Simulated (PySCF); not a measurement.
# A diatomic session: InN

One job finds the state of InN, follows it along the bond with each method and fits the curves.

Method: In cc-pVDZ-PP with ECP28, N cc-pVDZ, scalar-relativistic core potentials; program: PySCF 2.14.0.

## (1) Set-up

The job is set up so:

| Property | Result |
| --- | --- |
| atoms | In, N |
| charge | 0 |
| basis | In cc-pVDZ-PP with ECP28, N cc-pVDZ |
| Hamiltonian | scalar-relativistic core potentials |
| basis functions | 37 |
| electrons treated | 28 |
| masses in u | 114.9039, 14.0031 |
| levels | PBE0, PBE, r²SCAN, M06-2X, r²SCAN0, BHandHLYP, LC-ωPBE, HF, MP2, SCS-MP2, CCSD, CCSD(T) |
| grid | 80 radial by 434 angular points |
| occupations | held fixed by the projection of orbital angular momentum |
| dissociation limit | In + N, each in its ground configuration |
| starting distance in angstrom | 2.045 |
| values of 2S to try | 0, 2, 4 |

Launch:

```sh
$ OMP_NUM_THREADS=1 python dia.py task.json out
```

After this run come: First curve: PBE0; Higher solutions at PBE0; PBE; r²SCAN; M06-2X (hybrid meta-GGA); r²SCAN0; BHandHLYP (global hybrid GGA); LC-ωPBE (range-separated hybrid); ROHF; MP2 and coupled cluster.

**Question.** What will these runs give? Wanted: for each run, Re; ωe; De; μ.

**Answer**, as computed:

Lowest PBE0 solution found, without spin–orbit coupling: ³Σ⁻ (triplet), unpaired electrons π ↑↑. State 2 has its PBE0 minimum 0.22 eV higher. State 3 has its PBE0 minimum 0.55 eV higher, as a spin-mixed determinant (⟨S²⟩ = 1.00), so this is no gap between pure states. State 4 has its PBE0 minimum 0.67 eV higher, as a spin-mixed determinant (⟨S²⟩ = 1.01), so this is no gap between pure states. The other levels ran on the lowest alone.

```
       level  Re (Å)  ωe (cm⁻¹)  De (eV)  μ (D)
        ROHF   2.205        485   -0.011  -2.39
    ROHF-MP2   2.219        464     1.03    n/a
ROHF-SCS-MP2   2.227        455     1.05    n/a
   ROHF-CCSD   2.240        434     1.02    n/a
ROHF-CCSD(T)   2.249        422     1.11    n/a
         PBE   2.258        422     2.03  -1.96
      r²SCAN   2.234        438     1.66  -2.03
        PBE0   2.227        448     1.70  -2.14
     r²SCAN0   2.216        454     1.43  -2.16
   BHandHLYP   2.215        460     1.44  -2.32
      M06-2X   2.234        437     1.47  -2.28
     LC-ωPBE   2.191        481     1.65  -2.09
```

De is counted to In + N in their ground configurations. A positive dipole means In(−)N(+).

Differences from CCSD(T) in the same basis:

```
       level  Re (mÅ)  ωe (%)
        ROHF      -44   +14.9
    ROHF-MP2      -30    +9.9
ROHF-SCS-MP2      -22    +7.9
   ROHF-CCSD       -9    +2.9
         PBE       +9    +0.1
      r²SCAN      -15    +3.9
        PBE0      -22    +6.1
     r²SCAN0      -33    +7.6
   BHandHLYP      -35    +9.1
      M06-2X      -15    +3.6
     LC-ωPBE      -58   +14.1
```

Against CCSD(T) in the same basis, the bond length is nearest at ROHF-CCSD and PBE (9 mÅ off) and farthest at LC-ωPBE (-58 mÅ); the wavenumber is nearest at PBE (+0.1 %) and farthest at ROHF (+14.9 %). Hartree–Fock makes the bond too short and too stiff against this reference, as it mostly does. CCSD(T) in a basis this small is itself some way from its limit, more so than the functionals. Among the levels with a De in the table, it runs from -0.011 eV (ROHF) to 2.03 eV (PBE).

Correlated steps freeze 5 core orbitals. Spin–orbit coupling is left out, which matters for elements this heavy, above all for dissociation energies. A negative De means that the minimum lies above the separated atoms at that level.
